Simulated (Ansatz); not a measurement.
# H₄O₂SiZn: how energies converge with the basis set

The task here is to estimate one member of a computed series from the others.

Program: Ansatz 0.2.0, Gaussian basis. Level of theory: one geometry, several basis sets. These are calculated values, not measurements.

Plan: PBE0-D4/def2-SVP; ωB97M-V/def2-SVP; PBE0-D4/def2-QZVPP; ωB97M-V/def2-QZVPP; the functionals' def2-TZVPP values are taken from earlier runs.

**The geometry**

All runs share one geometry, relaxed beforehand with PBE0-D4 in a triple-zeta def2 set.

SMILES `[OH][Zn][O][SiH3]`, 8 atoms, charge 0, spin multiplicity 1.

Atoms are counted from 1 here; the program's logs count them from 0.

Bond lengths: O1–Zn2 1.762 Å, O1–H5 0.959 Å, Zn2–O3 1.755 Å, O3–Si4 1.623 Å, Si4–H6 1.487 Å, Si4–H7 1.492 Å, Si4–H8 1.492 Å. Angles: Zn2–O1–H5 115.1°, O1–Zn2–O3 174.2°, Zn2–O3–Si4 142.9°, O3–Si4–H6 109.2°, O3–Si4–H7 111.7°, O3–Si4–H8 111.4°, H6–Si4–H7 108.5°, H6–Si4–H8 108.4°, H7–Si4–H8 107.4°.

Set-up of the first run:

File in.yaml:

```yaml
crystal:
  periodic: [false, false, false]
  atoms:
    - {symbol: O, position_ang: [0.888625, 2.399323, -2.014302]}
    - {symbol: Zn, position_ang: [0.536245, 1.249397, -0.726569]}
    - {symbol: O, position_ang: [0.164025, 0.244974, 0.663004]}
    - {symbol: Si, position_ang: [-0.555054, -1.142010, 1.103113]}
    - {symbol: H, position_ang: [1.325606, 2.028161, -2.782851]}
    - {symbol: H, position_ang: [-0.536935, -1.254440, 2.585608]}
    - {symbol: H, position_ang: [-1.972309, -1.198808, 0.640064]}
    - {symbol: H, position_ang: [0.149796, -2.326577, 0.531932]}
basis:
  gaussian: {orbitals: def2-SVP}
hamiltonian: {xc: pbe0, dispersion: d4}
output: {orbitals: {seedname: orbitals}}
```

Started as:

```
$ ansatz run in.yaml --threads 4 --pin off --events-out ev --progress --plain --max-ram 10444MiB
```

Among the steps run: PBE0-D4 in def2-SVP; ωB97M-V in def2-SVP; PBE0-D4 in def2-QZVPP; ωB97M-V in def2-QZVPP.

One of the session's tables, all rows but one given; the rest of the session is left out.

It belongs to the step «Density functionals: the series». 

| functional | basis | HOMO (eV) |
| --- | --- | --- |
| PBE0-D4 | def2-SVP | -7.93 |
| PBE0-D4 | def2-TZVPP | ? |
| PBE0-D4 | def2-QZVPP | -8.32 |
| ωB97M-V | def2-SVP | -10.28 |
| ωB97M-V | def2-TZVPP | -10.65 |
| ωB97M-V | def2-QZVPP | -10.67 |

Estimate the missing values for PBE0-D4, def2-TZVPP.

The run gave: HOMO (eV): -8.30. In the column «HOMO (eV)» it lies between PBE0-D4, def2-QZVPP (-8.32) and PBE0-D4, def2-SVP (-7.93).
